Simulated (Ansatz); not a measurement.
# EuNbTe4: the cost of one run

Method: DFT PBE, scalar-relativistic, plane waves, PAW, in Ansatz 0.2.0.

### 1 The structure to begin with

The structure is hexagonal, space group P-6m2 (No. 187). Conventional cell: a = 6.496 Å, b = 6.496 Å, c = 5.127 Å, α = 90.00°, β = 90.00°, γ = 120.00°. Eu (site symmetry -6m2) is surrounded by 15 Te at 3.75 to 4.14 Å and 3 Nb at 3.75 Å. Nb (site symmetry -6m2) has 6 Te at 3.18 Å as nearest neighbours. Te (site symmetry -6m2) is surrounded by 6 Te at 3.17 Å and 3 Eu at 3.75 Å and 3 Nb at 3.75 Å. Te (site symmetry mm2) is surrounded by 6 Te at 3.17 to 3.27 Å and 2 Nb at 3.18 Å and 4 Eu at 4.14 Å.

Coordinates:

```cif
data_structure
_symmetry_space_group_name_H-M 'P-6m2'
_symmetry_Int_Tables_number 187
_cell_length_a 6.4964
_cell_length_b 6.4964
_cell_length_c 5.1267
_cell_angle_alpha 90.000
_cell_angle_beta 90.000
_cell_angle_gamma 120.000
_cell_volume 187.38
loop_
_atom_site_label
_atom_site_type_symbol
_atom_site_symmetry_multiplicity
_atom_site_Wyckoff_symbol
_atom_site_fract_x
_atom_site_fract_y
_atom_site_fract_z
_atom_site_occupancy
Eu1 Eu 1 e 0.66667 0.33333 0.00000 1
Nb1 Nb 1 a 0.00000 0.00000 0.00000 1
Te1 Te 1 c 0.33333 0.66667 0.00000 1
Te2 Te 3 k 0.66472 0.83236 0.50000 1
```

The cell is invented: species swapped into a database cell of LaCuNi4 (P-6m2, No. 187), with Eu on the La sites, Nb on the Cu sites and Te on the Ni sites. The dimensions are guesses.

### 2 The guess as it stands, on a coarse mesh

input.yaml

```yaml
crystal:
  lattice:
    - [6.49642705, 0.0, 0.0]
    - [-3.24821353, 5.62607086, 0.0]
    - [0.0, 0.0, 5.12665476]
  atoms:
    - { symbol: Eu, position: [0.66666667, 0.33333333, 0.0], spin: 7.0 }
    - { symbol: Nb, position: [0.0, 0.0, 0.0] }
    - { symbol: Te, position: [0.33333333, 0.66666667, 0.0] }
    - { symbol: Te, position: [0.66471694, 0.83235847, 0.5] }
    - { symbol: Te, position: [0.16764153, 0.83235847, 0.5] }
    - { symbol: Te, position: [0.16764153, 0.33528306, 0.5] }
basis:
  ecutwfc: 420
kpoints:
  mp_grid: { grid: [3, 3, 4] }
hamiltonian:
  xc: pbe
scf:
  occupations: { method: gaussian, width: 0.1 }
  lower_state_search: "off"
output:
  forces: true
  stress: true
  eigenvalues: true
  populations: true
magnetization:
  spin_polarized: true
```

On the command line:

```sh
ansatz run input.yaml --threads 1 --pin off --max-ram 2560MiB --backend cpu --events-out ev --progress --plain --runs-dir out
```

Q: Estimate wall time and peak memory on 1 thread of Intel Xeon 6975P-C (Granite Rapids), shared host.

About 23 s, with a peak of 0.59 GiB.
